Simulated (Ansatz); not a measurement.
Runs of Ansatz 0.2.0 on Hf2Pd2Se2Br2O3. The structure is monoclinic, space group Cm (No. 8). Conventional cell: a = 15.354 Å, b = 3.419 Å, c = 13.208 Å, α = 90.00°, β = 107.63°, γ = 90.00°. Around Hf (site symmetry m) lie 3 O at 1.97 to 2.13 Å. Hf (site symmetry m) has 3 O at 1.87 to 2.09 Å as nearest neighbours. Pd (site symmetry m) is surrounded by 2 O at 2.23 Å and 2 Se at 2.41 Å. Pd (site symmetry m) has 4 Se at 2.42 to 2.60 Å as nearest neighbours. Se (site symmetry m) is surrounded by 2 Pd at 2.42 Å and 1 Hf at 2.76 Å. Se (site symmetry m) has 4 Pd at 2.41 to 2.60 Å as nearest neighbours. Br (site symmetry m) has 3 Hf at 2.82 to 3.06 Å and 3 O at 3.21 to 3.22 Å as nearest neighbours. Br (site symmetry m) has 2 Hf at 2.73 Å as nearest neighbours. The cell was built by a generator and needn't be a form met in nature.

| task | level | U | cell | k mesh | cutoff (eV) | hubbard projectors | double counting | points for each segment of the path | mesh quality | gap on the mesh (eV) | pressure (GPa) | relaxed volume (Å³/atom) | largest force (eV/Å) |
| --- | --- | --- | --- | --- | --- | --- | --- | --- | --- | --- | --- | --- | --- |
| projected density of states | PBE+U | Hf d U = 8 eV, Pd d U = 8 eV | as given | 8 × 8 × 2 | 420 | ortho-atomic (the default) | fll (the default) | - | not flagged | 1.29 | 3.0 | - | 0.76 |
| band structure | r2SCAN | - | as given | 8 × 8 × 2 | 500 | - | - | 10 | not flagged | 0.99 | -1.5 | - | 0.52 |
| relaxation of cell and atoms | r2SCAN | - | relaxed | 6 × 6 × 2 | 500 | - | - | - | not flagged | 0.85 | 0.0 | 25.13 | 0.01 |
| relaxation of cell and atoms | revPBE | - | relaxed | 6 × 6 × 2 | 420 | - | - | - | not flagged | 0.71 | 0.0 | 33.23 | - |
| projected density of states | PBE+U | Hf d U = 6 eV, Pd d U = 6 eV | as given | 8 × 8 × 2 | 420 | ortho-atomic (the default) | fll (the default) | - | not flagged | 1.27 | (a) | - | (b) |
| projected density of states | PBE+U | Hf d U = 2 eV, Pd d U = 2 eV | as given | 8 × 8 × 2 | 420 | ortho-atomic (the default) | fll (the default) | - | not flagged | 1.06 | 0.6 | - | 0.18 |
| band structure | revPBE | - | as given | 8 × 8 × 2 | 420 | - | - | 10 | not flagged | 0.85 | 1.2 | - | 0.18 |
| projected density of states | PBE+U | Hf d U = 4 eV, Pd d U = 4 eV | as given | 8 × 8 × 2 | 420 | ortho-atomic (the default) | fll (the default) | - | not flagged | 1.20 | 1.3 | - | 0.37 |
| single point | r2SCAN0 | - | as given | 4 × 4 × 1 | 500 | - | - | - | coarse | 2.61 | - | - | 0.93 |

Alike in all rows: potentials or basis Ansatz PAW; no spin polarisation; smearing fermi-dirac 0.05 eV.

Q: Fill in the values left out.

A: (a) 2.1; (b) 0.56.

Caveats: some runs use coarse meshes; spin-orbit coupling is left out, which moves the levels of the heavy elements; the PAW data sets come from PBE, with cores solved anew for the run's functional, which leaves a small shift of forces and pressure (some runs); the k mesh misses the band edges, so the gap on the mesh is wider than the one along the path (some runs); the plane-wave basis is chosen anew once the cell has moved, so the energies of steps on either side of that aren't comparable (some runs); the potentials were made for another functional, which shifts forces and pressure (some runs); the volume moved by over 15 % at a fixed basis, so the end points are rough (some runs).

A k mesh can miss the band edges, and the runs leave out spin-orbit coupling on Br, Hf, Pd, Se.

Not every run made on this cell is shown here.
